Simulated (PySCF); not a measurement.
# C₅H₃FO: electronic structure in real space

For C₅H₃FO, the scripts below compute its lowest excited states and see where an electron leaves and enters.

Method: levels as typed in each script, gas phase, geometry from GFN2-xTB; program: PySCF 2.14.0.

### Step 1. Where the work starts

SMILES `O=CC1=CC/1=C/F`, 10 atoms, charge 0, spin multiplicity 1.

Bond lengths: O1–C2 1.207 Å, C2–C3 1.442 Å, C2–H8 1.104 Å, C3–C4 1.334 Å, C3–C5 1.466 Å, C4–C5 1.438 Å, C4–H9 1.064 Å, C5–C6 1.310 Å, C6–F7 1.356 Å, C6–H10 1.078 Å. Angles: O1–C2–C3 123.9°, O1–C2–H8 122.2°, C3–C2–H8 113.9°, C2–C3–C4 150.2°, C2–C3–C5 148.3°, C4–C3–C5 61.6°, C3–C4–C5 63.7°, C3–C4–H9 150.0°, C5–C4–H9 146.3°, C3–C5–C4 54.7°, C3–C5–C6 153.0°, C4–C5–C6 152.3°, C5–C6–F7 121.1°, C5–C6–H10 126.5°, F7–C6–H10 112.4°.

As a file:

```mol
C5H3FO
  3D, bonds by distance, orders not assigned

 10 10  0  0  0  0  0  0  0  0999 V2000
    2.8963    0.4550    0.0000 O   0  0
    1.7183    0.7167    0.0000 C   0  0
    0.6734   -0.2765    0.0000 C   0  0
    0.2920   -1.5553    0.0000 C   0  0
   -0.7611   -0.5767    0.0000 C   0  0
   -2.0251   -0.2327    0.0000 C   0  0
   -2.3965    1.0713    0.0000 F   0  0
    1.3462    1.7566    0.0000 H   0  0
    0.5381   -2.5903    0.0000 H   0  0
   -2.8709   -0.9008    0.0000 H   0  0
  1  2  8  0
  2  3  8  0
  3  4  8  0
  4  5  8  0
  5  6  8  0
  6  7  8  0
  2  8  8  0
  4  9  8  0
  6 10  8  0
  3  5  8  0
M  END
```

### Step 2. Excited states (CAM-B3LYP/6-31+g*)

File input.py:

```python
import numpy as np
from pyscf import gto, scf, dft, tdscf
from pyscf.scf import atom_ks, atom_hf
from scipy.linalg import block_diag

def solve(mol, dm0=None, hcore=None):
    mf = (dft.UKS if mol.spin else dft.RKS)(mol, xc='camb3lyp')
    mf.grids.level = 3
    mf = mf.density_fit(auxbasis='def2-universal-jkfit')
    mf.conv_tol, mf.max_cycle = 1e-8, 80
    if hcore is not None:
        mf.get_hcore = lambda *args: hcore
    mf.kernel(dm0)
    if not mf.converged:
        mf = mf.newton().run(mf.mo_coeff, mf.mo_occ, max_cycle=30)
    assert mf.converged, 'SCF not converged'
    return mf

mol = gto.M(atom='''
O      2.89630     0.45496     0.00000
C      1.71832     0.71671     0.00000
C      0.67338    -0.27652     0.00000
C      0.29200    -1.55530     0.00000
C     -0.76115    -0.57667     0.00000
C     -2.02507    -0.23271     0.00000
F     -2.39652     1.07130     0.00000
H      1.34619     1.75662     0.00000
H      0.53813    -2.59025     0.00000
H     -2.87090    -0.90076     0.00000
''', basis='6-31+g*', charge=0, spin=0, verbose=4)
mf = solve(mol)
td = mf.TDDFT()
td.nstates, td.singlet, td.conv_tol = 4, True, 1e-5
td.kernel()
td.analyze()
x, y = np.array([p[0] for p in td.xy]), np.array([p[1] + 0 * p[0] for p in td.xy])
f, mu = td.oscillator_strength(), td.transition_dipole()
nto = [td.get_nto(state=i + 1, verbose=4) for i in range(len(td.e))]
# spherically averaged free atoms, for the promolecule
atm = atom_ks.get_atm_nrks(mol, xc='camb3lyp')
pro = block_diag(*[(atm[a[0]][2] * atm[a[0]][3]) @ atm[a[0]][2].T for a in mol._atom])
np.savez('result.npz', e=td.e, f=f, ok=td.converged, w=[n[0] for n in nto], nto=[n[1] for n in nto], x=x, y=y, c=mf.mo_coeff, occ=mf.mo_occ, eps=mf.mo_energy, pro=pro, mu=mu)
```

Command:

```bash
> OMP_NUM_THREADS=1 python input.py
```

### Step 4. Removing and adding an electron (B3LYP/6-31+g*)

File input.py:

```python
import numpy as np
from pyscf import gto, scf, dft
from pyscf.scf import atom_ks, atom_hf
from scipy.linalg import block_diag

def solve(mol, dm0=None, hcore=None):
    mf = (dft.UKS if mol.spin else dft.RKS)(mol, xc='b3lyp')
    mf.grids.level = 3
    mf = mf.density_fit(auxbasis='def2-universal-jkfit')
    mf.conv_tol, mf.max_cycle = 1e-8, 80
    if hcore is not None:
        mf.get_hcore = lambda *args: hcore
    mf.kernel(dm0)
    if not mf.converged:
        mf = mf.newton().run(mf.mo_coeff, mf.mo_occ, max_cycle=30)
    assert mf.converged, 'SCF not converged'
    return mf

mol = gto.M(atom='''
O      2.89630     0.45496     0.00000
C      1.71832     0.71671     0.00000
C      0.67338    -0.27652     0.00000
C      0.29200    -1.55530     0.00000
C     -0.76115    -0.57667     0.00000
C     -2.02507    -0.23271     0.00000
F     -2.39652     1.07130     0.00000
H      1.34619     1.75662     0.00000
H      0.53813    -2.59025     0.00000
H     -2.87090    -0.90076     0.00000
''', basis='6-31+g*', charge=0, spin=0, verbose=4)
mf = solve(mol)
out = dict(e0=mf.e_tot, dm0=mf.make_rdm1(), c=mf.mo_coeff, occ=mf.mo_occ, eps=mf.mo_energy)
for name, dq, spin in [('cation', 1, 1), ('anion', -1, 1)]:
    ion = mol.copy().set(charge=mol.charge + dq, spin=spin).build()
    mi = solve(ion)
    if spin and dq > 0 and mol.nao < 130:
        c, _, stable, _ = mi.stability(return_status=True)
        if not stable:
            mi = solve(ion, mi.make_rdm1(c, mi.mo_occ))
    print(name, 'vertical energy change / eV', (mi.e_tot - mf.e_tot) * 27.211386)
    out.update({'e_' + name: mi.e_tot, 'dm_' + name: mi.make_rdm1(), 's2_' + name: mi.spin_square()[0], 'eps_' + name: mi.mo_energy, 'occ_' + name: mi.mo_occ})
# spherically averaged free atoms, for the promolecule
atm = atom_ks.get_atm_nrks(mol, xc='b3lyp')
pro = block_diag(*[(atm[a[0]][2] * atm[a[0]][3]) @ atm[a[0]][2].T for a in mol._atom])
np.savez('result.npz', pro=pro, **out)
```

(Steps that only read results are left out.)

Before running it: what results should come out? Wanted: lowest singlet excitation; vertical ionisation energy; vertical electron affinity.

The runs gave:

| quantity | value |
| --- | --- |
| lowest singlet excitation (CAM-B3LYP/6-31+g*) | 3.18 eV |
| vertical ionisation energy (B3LYP/6-31+g*) | 8.67 eV |
| vertical electron affinity (B3LYP/6-31+g*) | 1.08 eV |

What this shows: The ionisation energy from two SCF runs, 8.67 eV, lies 2.3 eV above −ε(HOMO) = 6.39 eV of the same level, B3LYP/6-31+g*, since self-interaction lifts this functional's HOMO. The geometry was not optimised at these levels.
